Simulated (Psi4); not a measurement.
# One shape, several levels: CH3ClFIn (SMILES [CH3][In]([F])[Cl])

We compute a comparison of 6 runs (HF/3-21G, B2PLYP/def2-SVP, DSD-PBEP86/def2-SVP, wB97M-V/def2-SVP, wB97X-V/def2-SVP, MP3/def2-SVP) of CH3ClFIn. 

The results are computed with Psi4 1.11.

6 further runs of the same task are left out: 5 that didn't finish, 1 set aside as unsound or not needed. Runs told in other sessions of the task aren't counted.

### Step 1. Starting point

The species is CH3ClFIn (7 atoms), meant as a singlet with charge 0. As SMILES, `[CH3][In]([F])[Cl]`. The In2–Cl4 distance was set to 4.168 Å, away from the relaxed value. At this shape a bond of the SMILES string is far longer than usual.

Bond lengths: C1–In2 2.122 Å, In2–F3 1.947 Å, C1–H5 1.089 Å, C1–H6 1.090 Å, C1–H7 1.088 Å. Angles: C1–In2–F3 121.8°, In2–C1–H5 109.1°, In2–C1–H6 108.9°, In2–C1–H7 109.1°, H5–C1–H6 109.2°, H5–C1–H7 110.4°, H6–C1–H7 110.2°.

### Step 2. Energy and gradient at HF/3-21G (run 1)

Contents of job.inp:

```
memory 2200 mb

molecule molecule1 {
  0 1
  C      0.504720     2.457480     1.028260
  In     1.286520     0.659980     0.216660
  F      3.201520     0.380580     0.000460
  Cl    -0.728400    -2.728700    -1.135500
  H     -0.217380     2.879080     0.330160
  H      0.004220     2.231780     1.969460
  H      1.321820     3.156480     1.196160
  symmetry c1
}

set globals {
  basis         3-21G
  puream        true
  e_convergence 1e-09
  d_convergence 1e-08
  scf_type      pk
}

gradient('scf')
```

Launch:

```console
$ psi4 job.inp job.out -n 1
```

job.out:

```text
[...]
  Running in c1 symmetry.
[...]
  Nuclear repulsion =  378.771565044497436
[...]
  Multiplicity = 1
[...]
  Nalpha       = 42
  Nbeta        = 42
[...]
    Number of basis functions: 68
[...]
   @RHF iter   1: -6310.09214220146350   -4.36376e+00   8.76149e-03 ADIIS/DIIS
[...]
   @RHF iter  13: -6310.30962845626163   -5.72982e-11   7.68684e-09 DIIS
[...]
    Orbital Energies [Eh]
    ---------------------
    Doubly Occupied:
       1A   -991.850859     2A   -148.818564     3A   -138.250404
       4A   -138.249925     5A   -138.248986     6A   -103.955931
       7A    -29.698709     8A    -26.118435     9A    -25.240532
      10A    -25.238437    11A    -25.234823    12A    -17.642120
      13A    -17.641891    14A    -17.638863    15A    -17.638127
      16A    -17.636984    17A    -11.258143    18A    -10.343642
      19A     -7.806724    20A     -7.805423    21A     -7.805408
      22A     -5.139027    23A     -3.610873    24A     -3.607070
      25A     -3.602015    26A     -1.518587    27A     -1.239923
      28A     -1.236739    29A     -1.231985    30A     -1.231194
      31A     -1.220241    32A     -1.012856    33A     -0.903599
      34A     -0.647178    35A     -0.643074    36A     -0.624008
[...]
  @RHF Final Energy: -6310.30962845626163
   => Energetics <=
    Nuclear Repulsion Energy =            378.7715650444974358
    One-Electron Energy =               -9469.6683156841227174
    Two-Electron Energy =                2780.5871221833635900
    Total Energy =                      -6310.3096284562616347
[...]
 Multipole Moments:
 ------------------------------------------------------------------------------------
     Multipole            Electronic (a.u.)      Nuclear  (a.u.)        Total (a.u.)
 ------------------------------------------------------------------------------------
 L = 1.  Multiply by 2.5417464519 to convert [e a0] to [Debye]
 Dipole X            :          7.4558325           -6.3165009            1.1393316
 Dipole Y            :          3.2736867            1.4280226            4.7017092
 Dipole Z            :          1.0184078            0.9422470            1.9606548
 Magnitude           :                                                    5.2199917
[...]
  -Total Gradient:
     Atom            X                  Y                   Z
    ------   -----------------  -----------------  -----------------
       1        0.018606128537    -0.006107058018    -0.003919211017
       2       -0.031619460892     0.028312821354     0.013810145870
       3        0.030788349728     0.002672583042    -0.000411039825
       4       -0.014326493113    -0.025746799116    -0.010322570051
       5       -0.002996517150    -0.000363878121    -0.005446802877
       6       -0.001696097397    -0.003657841380     0.004377612838
       7        0.001244090334     0.004890173111     0.001911865115
[...]
```

Wall time 3.9 s (1 thread of AMD EPYC 7R32 (Zen 2), shared host); peak memory 0.22 GiB.

### Step 3. A single-point energy at B2PLYP/def2-SVP (core potential, density fitting for correlation) (run 2)

Contents of ch3clfin.py:

```python
import psi4

psi4.set_memory('2200 MB')
psi4.set_num_threads(1)
psi4.core.set_output_file('ch3clfin.out', False)

molecule = psi4.geometry("""
C      0.504720     2.457480     1.028260
In     1.286520     0.659980     0.216660
F      3.201520     0.380580     0.000460
Cl    -0.728400    -2.728700    -1.135500
H     -0.217380     2.879080     0.330160
H      0.004220     2.231780     1.969460
H      1.321820     3.156480     1.196160
symmetry c1
no_reorient
no_com
""")

options = {'basis': 'def2-SVP', 'puream': True, 'e_convergence': 1e-09, 'd_convergence': 1e-08, 'scf_type': 'pk', 'dft_radial_points': 99, 'dft_spherical_points': 590, 'num_frozen_docc': 11}
psi4.set_options(options)

energy_value, wavefunction = psi4.energy("b2plyp", return_wfn=True)
print(f'b2plyp energy: {energy_value:.10f} Eh')
for k, v in sorted(psi4.core.scalar_variables().items()):
    print(f'{k:45s} {v:18.10f}')
```

Launch:

```console
$ python ch3clfin.py
```

ch3clfin.out:

```text
[...]
    !!!  WARNING: ECP capability is in beta. Please check occupations closely.  !!!
[...]
  Running in c1 symmetry.
[...]
  Nuclear repulsion =  191.377696089421022
[...]
  Multiplicity = 1
[...]
  Nalpha       = 28
  Nbeta        = 28
[...]
    Number of basis functions: 87
[...]
   @RKS iter   1:  -788.69427977983423   -1.45947e+00   8.67346e-03 ADIIS/DIIS
[...]
   @RKS iter  16:  -789.03838210925323   -5.68434e-13   8.26972e-09 DIIS
[...]
    Orbital Energies [Eh]
    ---------------------
    Doubly Occupied:
       1A   -102.769115     2A    -25.324414     3A    -10.706756
       4A     -9.797979     5A     -7.444019     6A     -7.438073
       7A     -7.438070     8A     -5.061854     9A     -3.408110
      10A     -3.403183    11A     -3.398695    12A     -1.272134
      13A     -0.975373    14A     -0.968042    15A     -0.965558
      16A     -0.965081    17A     -0.956536    18A     -0.848476
      19A     -0.782188    20A     -0.548229    21A     -0.543951
      22A     -0.534453    23A     -0.482927    24A     -0.481602
      25A     -0.436067    26A     -0.271412    27A     -0.271267
      28A     -0.261398
[...]
  @RKS Final Energy:  -789.03838210925323
   => Energetics <=
    Nuclear Repulsion Energy =            191.3776960894210220
    One-Electron Energy =               -1544.1969933921618576
    Two-Electron Energy =                 593.4402190995824640
    DFT Exchange-Correlation Energy =     -29.6593039060949728
    Empirical Dispersion Energy =           0.0000000000000000
    VV10 Nonlocal Energy =                  0.0000000000000000
    Total Energy =                       -789.0383821092532344
[...]
 Multipole Moments:
 ------------------------------------------------------------------------------------
     Multipole            Electronic (a.u.)      Nuclear  (a.u.)        Total (a.u.)
 ------------------------------------------------------------------------------------
 L = 1.  Multiply by 2.5417464519 to convert [e a0] to [Debye]
 Dipole X            :        -89.5624876           89.9222019            0.3597144
 Dipole Y            :         15.0920547          -11.5100951            3.5819597
 Dipole Z            :         11.1269847           -9.6076700            1.5193147
 Magnitude           :                                                    3.9074476
[...]
```

On the terminal:

```text
b2plyp energy: -789.2299905266 Eh
B2PLYP DOUBLE-HYBRID CORRECTION ENERGY             -0.1916084173
B2PLYP TOTAL ENERGY                              -789.2299905266
CURRENT ENERGY                                   -789.2299905266
CURRENT REFERENCE ENERGY                         -789.0383821093
DD SOLVATION ENERGY                                 0.0000000000
DFT FUNCTIONAL TOTAL ENERGY                      -789.0383821093
DFT TOTAL ENERGY                                 -789.2299905266
DFT VV10 ENERGY                                     0.0000000000
DFT XC ENERGY                                     -29.6593039061
DOUBLE-HYBRID CORRECTION ENERGY                    -0.1916084173
GRID ELECTRONS ALPHA                               27.9999996587
GRID ELECTRONS BETA                                27.9999996587
GRID ELECTRONS TOTAL                               55.9999993174
NUCLEAR REPULSION ENERGY                          191.3776960894
ONE-ELECTRON ENERGY                             -1544.1969933922
PCM POLARIZATION ENERGY                             0.0000000000
PE ENERGY                                           0.0000000000
SCF ITERATION ENERGY                             -789.0383821093
SCF ITERATIONS                                     16.0000000000
SCF TOTAL ENERGY                                 -789.0383821093
TWO-ELECTRON ENERGY                               593.4402190996
XC GRID RADIAL POINTS                              99.0000000000
XC GRID SPHERICAL POINTS                          590.0000000000
XC GRID TOTAL POINTS                           390284.0000000000
```

Run time: 14 s. Hardware: 1 thread of AMD EPYC 7R32 (Zen 2), shared host; peak memory 0.98 GiB.

Runs 3 to 4 aren't shown in full; the table further down has their settings and results.

### Step 4. A single-point energy at wB97X-V/def2-SVP (core potential) (run 5)

Contents of ch3clfin.xyz:

```xyz
7
CH3ClFIn
C      0.504720     2.457480     1.028260
In     1.286520     0.659980     0.216660
F      3.201520     0.380580     0.000460
Cl    -0.728400    -2.728700    -1.135500
H     -0.217380     2.879080     0.330160
H      0.004220     2.231780     1.969460
H      1.321820     3.156480     1.196160
```

Contents of run_ase.py:

```python
import numpy as np
from ase.calculators.psi4 import Psi4
from ase.io import read

atoms = read('ch3clfin.xyz')
calc = Psi4(atoms=atoms, method='wb97x-v', basis='def2-SVP', memory='2200MB', num_threads=1, charge=0, multiplicity=1, label='psi4-calc')
calc.psi4.set_options({'puream': True, 'e_convergence': 1e-09, 'd_convergence': 1e-08, 'scf_type': 'pk', 'dft_radial_points': 99, 'dft_spherical_points': 590})
atoms.calc = calc

print(f'energy: {atoms.get_potential_energy():.6f} eV')
```

Launch:

```console
$ python run_ase.py
```

psi4-calc.dat:

```text
[...]
    !!!  WARNING: ECP capability is in beta. Please check occupations closely.  !!!
[...]
  Running in c1 symmetry.
[...]
  Nuclear repulsion =  191.377696089421022
[...]
  Multiplicity = 1
[...]
  Nalpha       = 28
  Nbeta        = 28
[...]
    Number of basis functions: 87
[...]
   @RKS iter   1:  -789.29193135008313   -1.53020e+00   8.34812e-03 ADIIS/DIIS
[...]
   @RKS iter  15:  -789.61826286969858   -1.14824e-11   4.73659e-09 DIIS
[...]
    Orbital Energies [Eh]
    ---------------------
    Doubly Occupied:
       1A   -101.370950     2A    -24.743779     3A    -10.368206
       4A     -9.431494     5A     -7.192876     6A     -7.184413
       7A     -7.184409     8A     -4.879748     9A     -3.294107
      10A     -3.288149    11A     -3.282737    12A     -1.247759
      13A     -0.985803    14A     -0.977192    15A     -0.974763
      16A     -0.974327    17A     -0.965022    18A     -0.877023
      19A     -0.790092    20A     -0.591115    21A     -0.586799
      22A     -0.579254    23A     -0.512388    24A     -0.510231
      25A     -0.482963    26A     -0.308792    27A     -0.308674
      28A     -0.301430
[...]
  @RKS Final Energy:  -789.61826286969858
   => Energetics <=
    Nuclear Repulsion Energy =            191.3776960894210220
    One-Electron Energy =               -1543.9500272289715213
    Two-Electron Energy =                 607.3939916998021999
    DFT Exchange-Correlation Energy =     -44.6668862328733951
    Empirical Dispersion Energy =           0.0000000000000000
    VV10 Nonlocal Energy =                  0.2269628029230321
    Total Energy =                       -789.6182628696985830
[...]
 Multipole Moments:
 ------------------------------------------------------------------------------------
     Multipole            Electronic (a.u.)      Nuclear  (a.u.)        Total (a.u.)
 ------------------------------------------------------------------------------------
 L = 1.  Multiply by 2.5417464519 to convert [e a0] to [Debye]
 Dipole X            :         20.1834527          -19.6187818            0.5646709
 Dipole Y            :         29.9215038          -26.1654037            3.7561002
 Dipole Z            :         11.8008684          -10.2170492            1.5838193
 Magnitude           :                                                    4.1152916
[...]
```

On the terminal:

```text
energy: -21486.607363 eV
```

It took 2.1 min on 1 thread of AMD EPYC 7R32 (Zen 2), shared host; peak memory 1.1 GiB.

### Step 5. A single-point energy at MP3/def2-SVP (core potential) (run 6)

Contents of input.dat:

```
memory 2200 MB

molecule system {
  C      0.504720     2.457480     1.028260
  In     1.286520     0.659980     0.216660
  F      3.201520     0.380580     0.000460
  Cl    -0.728400    -2.728700    -1.135500
  H     -0.217380     2.879080     0.330160
  H      0.004220     2.231780     1.969460
  H      1.321820     3.156480     1.196160
  units angstrom
  symmetry c1
  no_reorient
  no_com
}

set basis def2-SVP
set reference rhf
set puream true
set e_convergence 1e-09
set d_convergence 1e-08
set scf_type pk
set num_frozen_docc 11
set mp_type conv

e_tot, wfn = energy('mp3', return_wfn=True)
print_variables()
```

Launch:

```console
$ psi4 -i input.dat -o output.dat -n 1
```

output.dat:

```text
[...]
    !!!  WARNING: ECP capability is in beta. Please check occupations closely.  !!!
[...]
  Running in c1 symmetry.
[...]
  Nuclear repulsion =  191.377696089421022
[...]
  Multiplicity = 1
[...]
  Nalpha       = 28
  Nbeta        = 28
[...]
    Number of basis functions: 87
[...]
   @RHF iter   1:  -787.19996364697408   -1.94522e+00   6.93379e-03 DIIS/ADIIS
[...]
   @RHF iter  14:  -787.42787860811916   -2.89901e-11   2.75905e-09 DIIS
[...]
    Orbital Energies [Eh]
    ---------------------
    Doubly Occupied:
       1A   -104.645482     2A    -26.261779     3A    -11.330166
       4A    -10.403392     5A     -7.877820     6A     -7.876027
       7A     -7.876025     8A     -5.510783     9A     -3.770972
      10A     -3.767066    11A     -3.762268    12A     -1.509141
      13A     -1.160784    14A     -1.155468    15A     -1.152839
      16A     -1.151297    17A     -1.143467    18A     -1.002211
      19A     -0.901478    20A     -0.658260    21A     -0.647255
      22A     -0.644316    23A     -0.621508    24A     -0.620586
      25A     -0.518878    26A     -0.323813    27A     -0.323581
      28A     -0.298441
[...]
  @RHF Final Energy:  -787.42787860811916
   => Energetics <=
    Nuclear Repulsion Energy =            191.3776960894210220
    One-Electron Energy =               -1543.7809413991431029
    Two-Electron Energy =                 564.9753667016028658
    Total Energy =                       -787.4278786081191583
[...]
 Multipole Moments:
 ------------------------------------------------------------------------------------
     Multipole            Electronic (a.u.)      Nuclear  (a.u.)        Total (a.u.)
 ------------------------------------------------------------------------------------
 L = 1.  Multiply by 2.5417464519 to convert [e a0] to [Debye]
 Dipole X            :        -89.2428511           89.9222019            0.6793508
 Dipole Y            :         15.8604692          -11.5100951            4.3503741
 Dipole Z            :         11.4403798           -9.6076700            1.8327098
 Magnitude           :                                                    4.7692869
[...]
	SCS-MP2 Total Energy (a.u.)        :  -787.96961986935230
	SOS-MP2 Total Energy (a.u.)        :  -787.96413647232259
[...]
	SOS-PI-MP2 Total Energy (a.u.)     :  -788.00538707726139
[...]
	MP2 Total Energy (a.u.)            :  -787.98058666341149
[...]
	SCS-MP3 Total Energy (a.u.)        :  -787.97496014221895
[...]
	MP3 Total Energy (a.u.)            :  -788.00194775487819
[...]
```

Run time: 8.4 s. Hardware: 1 thread of AMD EPYC 7R32 (Zen 2), shared host; peak memory 0.52 GiB.

### Step 6. Overview of the runs

```
run                                                                  level      task  core potential   energy (Eh)  HOMO energy (eV)  LUMO energy (eV)  HOMO–LUMO gap (eV)  wall time
  1                                                               HF/3-21G  gradient            none  -6310.309628             -8.32             -2.26                6.06      3.9 s
  2      B2PLYP/def2-SVP (core potential, density fitting for correlation)    energy            def2   -789.229991             -7.11             -3.90                3.22       14 s
  3  DSD-PBEP86/def2-SVP (core potential, density fitting for correlation)    energy            def2   -788.712962             -7.62             -3.37                4.24       13 s
  4                                      wB97M-V/def2-SVP (core potential)    energy            def2   -789.628169             -8.12             -3.13                4.99    2.4 min
  5                                      wB97X-V/def2-SVP (core potential)    energy            def2   -789.618263             -8.20             -3.14                5.07    2.1 min
  6                                          MP3/def2-SVP (core potential)    energy            def2   -788.001948             -8.12             -2.28                5.84      8.4 s
```

### Step 7. What came out

```
                                           quantity          value
                                run 6: total energy  -788.00195 Eh
         run 6: HOMO energy (Hartree–Fock orbitals)       -8.12 eV
         run 6: LUMO energy (Hartree–Fock orbitals)       -2.28 eV
       run 6: HOMO–LUMO gap (Hartree–Fock orbitals)        5.84 eV
run 6: correlation energy (11 core orbitals frozen)     -574.1 mEh
```

In words: Over runs 1, 4, 5 the dipole moment (its size) runs from 10.03 D (wB97M-V/def2-SVP) to 13.27 D (HF/3-21G). The two ends differ in method and basis and core potential. Over runs 1, 2, 3, 4, 5 the HOMO–LUMO gap runs from 3.22 eV (B2PLYP/def2-SVP) to 6.06 eV (HF/3-21G). A double hybrid's value is that of its SCF part. Totals of different functionals can't be ranked against each other. Some runs of one species differ in core potentials or relativity; totals across that change don't compare. In all runs a closed-shell determinant meets a far-stretched bond; if it breaks into open shells, such a determinant describes it badly, and no broken-symmetry solution was shown. In run 1 relativity is left out where basis or elements ask for it. All runs together took 5.1 min, the longest 2.4 min.
